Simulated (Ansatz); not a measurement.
Run this with the Ansatz DFT code, driven from Python and show what comes out.

`run_scan.py`:
```python
import ansatz as az
import numpy as np

GEOMETRY = """
N    -0.68800    1.08400   -0.62880
C    -0.25250    0.11640    0.00240
N     0.65860    0.33250    1.03990
Se   -0.71210   -1.65750   -0.45540
H    -1.42370    0.98800   -1.43100
H     0.99240    1.31300    1.31030
H     1.11530   -0.47920    1.57920
H     0.40200   -1.75420   -1.47240
"""


def main() -> None:
    geometry = az.Crystal.molecule()
    for line in GEOMETRY.strip().splitlines():
        symbol, *xyz = line.split()
        geometry = geometry.atom(symbol, [float(v) for v in xyz])

    symbols = [site.symbol for site in geometry.cartesian_sites]
    start = np.array([site.position_ang for site in geometry.cartesian_sites])
    axis = (start[3] - start[1]) / np.linalg.norm(start[3] - start[1])
    moving = [3, 7]
    lengths, energies = [1.61, 1.74, 1.89, 2.08, 2.36, 2.83, 3.4, 4.16], []
    for length in lengths:
        xyz = start.copy()
        xyz[moving] += (length - np.linalg.norm(start[3] - start[1])) * axis
        point = az.Crystal.molecule()
        for symbol, xyz in zip(symbols, xyz):
            point = point.atom(symbol, xyz.tolist())
        calc = (
            point.calculation()
            .basis(gaussian="def2-SVP")
            .functional("R2SCAN0")
            .scf(lower_state_search="standard")
            .spin("collinear")
        )
        rep = calc.run(threads=1).report
        energies.append(rep["free_energy_ev"])
        print(f"r = {length:6.3f} A  E = {energies[-1]:.5f} eV  <S^2> = {abs(rep['mean_field']['state']['spin_squared']):.3f}")

    print("energy above the lowest point (eV):", [round(e - min(energies), 3) for e in energies])


if __name__ == "__main__":
    main()
```

```console
$ python run_scan.py
r =  1.610 A  E = -69414.66057 eV  <S^2> = 0.000
r =  1.740 A  E = -69415.91411 eV  <S^2> = 0.000
r =  1.890 A  E = -69416.44510 eV  <S^2> = 0.000
r =  2.080 A  E = -69416.41840 eV  <S^2> = 0.000
r =  2.360 A  E = -69415.84754 eV  <S^2> = 0.000
r =  2.830 A  E = -69414.72543 eV  <S^2> = 0.284
r =  3.400 A  E = -69414.13876 eV  <S^2> = 0.814
r =  4.160 A  E = -69413.91600 eV  <S^2> = 0.978
energy above the lowest point (eV): [1.785, 0.531, 0.0, 0.027, 0.598, 1.72, 2.306, 2.529]
```

What to keep in mind:
- These settings explore the input space; basis and method may be short of convergence.
- The rest of the molecule is held rigid at a force-field or estimated start geometry, and the basis set is modest; single-reference methods fail as a bond breaks.
- The expectation value of S² is noticeably off S(S+1) in at least one run, so that state is spin-contaminated.
- Wall time of the script: 2.5 min on 1 thread of Arm Neoverse V1 (shared host), peak memory 0.41 GiB.

(Lines on the test bed's own set-up are left out of the output.)
